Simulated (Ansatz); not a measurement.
# Ni: a tetragonal deformation path

One table from this session's results is given with a row withheld; the runs are named, their logs left out.

Program: Ansatz 0.2.0. Level of theory: DFT PBEsol, scalar-relativistic, plane waves, PAW. These are calculated values, not measurements.

**Starting point**

It takes space group Fm-3m (No. 225, cubic). Conventional cell: a = 3.536 Å, b = 3.536 Å, c = 3.536 Å, α = 90.00°, β = 90.00°, γ = 90.00°. Around Ni (site symmetry m-3m) lie 12 Ni at 2.50 Å.

As a file:

```cif
data_structure
_symmetry_space_group_name_H-M 'P 1'
_symmetry_Int_Tables_number 1
_cell_length_a 2.5003
_cell_length_b 2.5003
_cell_length_c 2.5003
_cell_angle_alpha 60.000
_cell_angle_beta 60.000
_cell_angle_gamma 60.000
_cell_volume 11.05
loop_
_atom_site_label
_atom_site_type_symbol
_atom_site_fract_x
_atom_site_fract_y
_atom_site_fract_z
_atom_site_occupancy
Ni1 Ni 0.00000 0.00000 0.00000 1
```

The cell is taken as given, not relaxed at this level.

Set-up of the first run:

Contents of input.yaml:

```yaml
crystal:
  lattice:
    - [0.0, 1.76795, 1.76795]
    - [1.76795, 0.0, 1.76795]
    - [1.76795, 1.76795, 0.0]
  atoms:
    - { symbol: Ni, position: [0.0, 0.0, 0.0], spin: 0.81 }
basis:
  ecutwfc: 420
kpoints:
  mp_grid: { grid: [26, 26, 26] }
hamiltonian:
  xc: pbesol
scf:
  occupations: { method: gaussian, width: 0.15 }
output:
  forces: true
  stress: true
  eigenvalues: true
  populations: true
  write_density: true
  write_potential: true
  elf: true
  volumetric_format: npy
magnetization:
  spin_polarized: true
```

On the command line:

```
> ansatz run input.yaml --threads 1 --pin off --max-ram 2560MiB --backend cpu --events-out ev --progress --plain --runs-dir out
```

Steps of the session up to this table: The undisturbed cell; ρ = 0.707; Point ρ = 1.414; Point ρ = 0.850; At ρ = 1.200; Point ρ = 0.780; At ρ = 1.300; Point ρ = 0.920; ρ = 1.100.

One table of the session follows, with a row left open; its other results are not shown here.

Collected from the runs (energy zero: the undisturbed cell):

```
    ρ  ΔE (meV/atom)  pressure (GPa)  moment (μB/cell)
0.707           99.9           -10.6              0.56
0.780           82.6           -10.7              0.59
0.850           47.6           -11.3              0.61
0.920           15.4           -11.9              0.63
1.000            0.0           -12.3              0.64
1.100              ?               ?                 ?
1.200          108.7            -9.2              0.61
1.300          233.2            -5.5              0.55
1.414          423.1             1.1              0.51
```

**Question.** Estimate the row for ρ = 1.100.

Worked estimate for «ΔE (meV/atom)». A straight line through the neighbours (1.000, 0.0) and (1.200, 108.7) gives 0.0 + (108.7 − 0.0) × (1.100 − 1.000) / (1.200 − 1.000) = 54.4; a parabola fitted to 4 rows on both sides gives 29.9.

As computed: ΔE (meV/atom): 27.4; pressure (GPa): -11.5; moment (μB/cell): 0.64. In «ΔE (meV/atom)» the line misses by +27.0 and the parabola by +2.5.
